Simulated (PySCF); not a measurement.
**C2H3BF (SMILES [H]/[C]=C\BF) at UTPSSh/pc-1**

What is the vertical ionisation energy of C2H3BF at UTPSSh/pc-1? Input form: a Python script.

The results are computed with PySCF 2.14.0.

## Step 1: The system as given

C2H3BF: 7 atoms, total charge 0, spin state doublet. As SMILES, `[H]/[C]=C\BF`. Geometry: relaxed at GFN2-xTB.

Bond lengths: C1–C2 1.304 Å, C2–B3 1.562 Å, B3–F4 1.315 Å, C1–H5 1.069 Å, C2–H6 1.086 Å, B3–H7 1.173 Å. Angles: C1–C2–B3 124.4°, C2–B3–F4 119.5°, C1–C2–H6 119.3°, B3–C2–H6 116.4°, C2–C1–H5 134.9°, C2–B3–H7 123.4°, F4–B3–H7 117.1°.

## Step 2: A single-point energy at UTPSSh/pc-1

run.py reads:

```python
from pyscf import gto, dft

mol = gto.Mole()
mol.atom = '''
C     -1.058670     1.087830    -0.170310
C     -0.022110     0.555310     0.414520
B      0.633300    -0.796470    -0.011420
F      0.123450    -1.476110    -1.015100
H     -1.686760     0.812830    -0.990720
H      0.435300     1.069120     1.254490
H      1.575490    -1.252500     0.518530
'''
mol.verbose = 3
mol.spin = 1
mol.charge = 0
mol.basis = 'pc-1'
mol.max_memory = 1860
mol.build()

myscf = dft.UKS(mol)
myscf.xc = 'tpssh'
myscf.conv_tol = 1e-10
myscf.grids.level = 4
myscf.kernel()
if not myscf.converged:
    myscf = myscf.newton().run(myscf.mo_coeff, myscf.mo_occ)

e_tot = myscf.e_tot
print(f'total energy: {e_tot:.8f} hartree')
```

Run with:

```
OMP_NUM_THREADS=1 python run.py
```

The program printed:

```text
converged SCF energy = -202.627932985087  <S^2> = 0.76499647  2S+1 = 2.0149407
total energy: -202.62793299 hartree
```

It took 34 s on 1 thread of Arm Neoverse V2, shared host; peak memory 0.44 GiB.

## Step 3: The singlet cation

calc.py reads:

```python
from pyscf import gto, dft

system = gto.M(
    atom=[
    ('C', (-1.058670, 1.087830, -0.170310)),
    ('C', (-0.022110, 0.555310, 0.414520)),
    ('B', (0.633300, -0.796470, -0.011420)),
    ('F', (0.123450, -1.476110, -1.015100)),
    ('H', (-1.686760, 0.812830, -0.990720)),
    ('H', (0.435300, 1.069120, 1.254490)),
    ('H', (1.575490, -1.252500, 0.518530)),
],
    verbose=3,
    basis='pc-1',
    max_memory=1860,
    charge=1,
)

calc0 = dft.RKS(system, xc='tpssh')
calc0.grids.level = 4
calc0.conv_tol = 1e-10
calc0.kernel()
if not calc0.converged:
    calc0 = calc0.newton().run(calc0.mo_coeff, calc0.mo_occ)

e_tot = calc0.e_tot
print('Final energy', e_tot)
```

Run with:

```
OMP_NUM_THREADS=1 python calc.py
```

The program printed:

```text
converged SCF energy = -202.281892720815
Final energy -202.28189272081534
```

Wall time 17 s (1 thread of Arm Neoverse V2, shared host); peak memory 0.41 GiB.

## Step 4: Summary of results

Level: UTPSSh/pc-1.

```
                                          quantity          value
                      doublet C2H3BF: total energy  -202.62793 Eh
                     doublet C2H3BF: dipole moment         0.48 D
doublet C2H3BF: HOMO energy (highest over α and β)       -6.33 eV
 doublet C2H3BF: LUMO energy (lowest over α and β)       -2.58 eV
                              doublet C2H3BF: ⟨S²⟩          0.765
                      singlet cation: total energy  -202.28189 Eh
                       singlet cation: HOMO energy      -15.54 eV
                       singlet cation: LUMO energy      -12.23 eV
                     singlet cation: HOMO–LUMO gap        3.31 eV
vertical ionisation energy (to the singlet cation)       9.416 eV
```

**Reading.** The vertical ionisation energy comes to 9.42 eV (909 kJ/mol). Only the singlet of the ionised species was computed; a triplet could lie lower. Mulliken charges (doublet C2H3BF) run from -0.34 on C2 to +0.49 on B3.
